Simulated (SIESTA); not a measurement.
Crystal: YTi.

```xyz
2
Lattice="0.0000 2.7103 2.7103 2.7103 0.0000 2.7103 2.7103 2.7103 0.0000" Properties=species:S:1:pos:R:3 pbc="T T T"
Y     0.0000    0.0000    0.0000
Ti    2.7103    2.7103    2.7103
```

The cell was built by a generator and needn't be a form met in nature.

```yaml
Program: SIESTA 5.4.2
Task: relaxation of cell and atoms
Functional: vdW-DF-cx
Potentials_or_basis: PseudoDojo 0.4 standard (PBE files, fully relativistic)
Basis: DZP (energy shift 0.002 Ry; radii capped at 9.5 bohr)
Grid_cutoff: 800 Ry
Energy_shift: 0.002 Ry
k_mesh: 7 × 7 × 7
Occupations: fermi-dirac, width 0.05 eV
Spin: non-collinear spin, ferromagnetic start, spin-orbit coupling
Starting_moments: "[[0.0, 0.0, 0.0], [0.0, 0.0, 1.0]] μB"
```

At the start: pressure 14.7 GPa; volume 19.91 Å³/atom.

**Question.** Where does the relaxation end?

**Answer.** Over 3 steps the energy falls by 195.6 meV/atom and the volume is 25.23 Å³/atom (+26.7 %); space group Fm-3m (No. 225, to 0.05 Å); moment 0.88 μB per cell.

The path:
| step | energy change (eV) | largest force (eV/Å) | pressure (GPa) | volume (Å³) |
| --- | --- | --- | --- | --- |
| 1 | 0.0000 | 0.0000 | 14.74 | 39.82 |
| 2 | -0.0279 | 0.0000 | 14.08 | 40.18 |
| 3 | -0.3912 | 0.0000 | 0.05 | 50.45 |

Final structure:
```cif
data_structure
_symmetry_space_group_name_H-M 'P 1'
_symmetry_Int_Tables_number 1
_cell_length_a 4.1476
_cell_length_b 4.1476
_cell_length_c 4.1476
_cell_angle_alpha 60.000
_cell_angle_beta 60.000
_cell_angle_gamma 60.000
_cell_volume 50.45
loop_
_atom_site_label
_atom_site_type_symbol
_atom_site_fract_x
_atom_site_fract_y
_atom_site_fract_z
_atom_site_occupancy
Y1 Y 0.00000 0.00000 0.00000 1
Ti1 Ti 0.50000 0.50000 0.50000 1
```

Caveat: semicore shells carry a single zeta, which can move pressures by several GPa and volumes by a few percent; the volume moved by over 15 % at a fixed basis, so the end points are rough; the potentials were made for another functional, which shifts forces and pressure; the basis of atomic orbitals isn't converged, which shifts pressures, moduli and gaps.
